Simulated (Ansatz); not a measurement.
**AlClFH3Si: basis-set convergence**

One table from this session's results is given with a row withheld; the runs are named, their logs left out.

Method: one geometry, several basis sets; program: Ansatz 0.2.0, Gaussian basis.

Levels to be run: PBE0-D4/def2-SVP; ωB97M-V/def2-SVP; PBE0-D4/def2-QZVPP; ωB97M-V/def2-QZVPP; CCSD(T)/cc-pV(D+d)Z; CCSD(T)/cc-pV(T+d)Z; CCSD(T)/cc-pV(Q+d)Z; the functionals' def2-TZVPP values are taken from earlier runs.

### The geometry

The geometry comes from an earlier relaxation with PBE0-D4 in a triple-zeta def2 set; it is a stationary point, not always the lowest conformer.

SMILES `[F][Al]([SiH3])[Cl]`, 7 atoms, charge 0, spin multiplicity 1.

Atoms are counted from 1 here; the program's logs count them from 0.

Bond lengths: F1–Al2 1.645 Å, Al2–Si3 2.432 Å, Al2–Cl4 2.088 Å, Si3–H5 1.488 Å, Si3–H6 1.488 Å, Si3–H7 1.486 Å. Angles: F1–Al2–Si3 119.9°, F1–Al2–Cl4 116.6°, Si3–Al2–Cl4 123.5°, Al2–Si3–H5 109.7°, Al2–Si3–H6 109.8°, Al2–Si3–H7 110.9°, H5–Si3–H6 108.4°, H5–Si3–H7 109.0°, H6–Si3–H7 109.0°.

The first run:

Input file in.yaml:

```yaml
crystal:
  periodic: [false, false, false]
  atoms:
    - {symbol: F, position_ang: [-0.456842, -2.434109, 0.809218]}
    - {symbol: Al, position_ang: [-0.779617, -1.076985, -0.062551]}
    - {symbol: Si, position_ang: [0.707232, 0.841758, 0.088398]}
    - {symbol: Cl, position_ang: [-2.489154, -1.118314, -1.261425]}
    - {symbol: H, position_ang: [2.075173, 0.453210, -0.349736]}
    - {symbol: H, position_ang: [0.781923, 1.311338, 1.498361]}
    - {symbol: H, position_ang: [0.222583, 1.955203, -0.768065]}
basis:
  gaussian: {orbitals: def2-SVP}
hamiltonian: {xc: pbe0, dispersion: d4}
output: {orbitals: {seedname: orbitals}}
```

The run is started by

```
> ansatz run in.yaml --threads 2 --pin off --events-out ev --progress --plain --max-ram 32768MiB --backend cpu
```

Steps of the session up to this table: PBE0-D4 in def2-SVP; ωB97M-V in def2-SVP; PBE0-D4 in def2-QZVPP; ωB97M-V in def2-QZVPP.

One of the session's tables, all rows but one given; the rest of the session is left out.

It belongs to the step «Functionals by basis». 

```
functional       basis  HOMO (eV)  LUMO (eV)
   PBE0-D4    def2-SVP          ?          ?
   PBE0-D4  def2-TZVPP      -8.48      -1.68
   PBE0-D4  def2-QZVPP      -8.49      -1.71
   ωB97M-V    def2-SVP     -10.43       0.26
   ωB97M-V  def2-TZVPP     -10.48       0.04
   ωB97M-V  def2-QZVPP     -10.50      -0.07
```

**Question.** Estimate the row for PBE0-D4, def2-SVP.

As computed: HOMO (eV): -8.46; LUMO (eV): -1.53. In the column «HOMO (eV)» it is the highest.
